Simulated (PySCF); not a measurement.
# CH5B2Cl: the cost of one run

The runs use PySCF 2.14.0, with density-fitted response routines of our own; the level of theory stands in each step. All values are computed, except where a source is named. Atoms are numbered from 0 throughout.

### 1 The starting structure

9 atoms, charge 0, multiplicity 1; geometry from: PBE0-D3(BJ)/def2-SVP.

Bonds of the start (Å): B0–C1 1.56, C1–B2 1.55, B2–Cl3 1.75, B0–H4 1.21, B0–H5 1.21, C1–H6 1.10, C1–H7 1.11, B2–H8 1.21.

### 2 J couplings: B3LYP/def2-TZVP

Job settings and geometry (Å):

```
{"job": {"kind": "j", "xc": "B3LYP", "basis": "def2-TZVP"}, "charge": 0, "multiplicity": 1}
B     -0.882527     0.518369     0.063577
C      0.304926    -0.466144    -0.155730
B      1.529287     0.107655     0.610021
Cl     2.913605     0.758743    -0.247518
H     -1.393081     1.102372    -0.863923
H     -1.298867     0.725168     1.180815
H      0.509203    -0.710209    -1.205767
H      0.028838    -1.363273     0.435799
H      1.573906     0.158833     1.813777
```

Method: B3LYP/def2-TZVP indirect spin-spin coupling, non-relativistic, gas phase.

Started as:

```console
> OMP_NUM_THREADS=1 python probes_run.py task.json out
```

One launch serves the whole session: the jobs run in the order shown.

**Question.** How long does this first job take on 1 thread of Arm Neoverse V1, shared host, and how much memory does it need?

About 20 s, with a peak of 0.69 GiB.
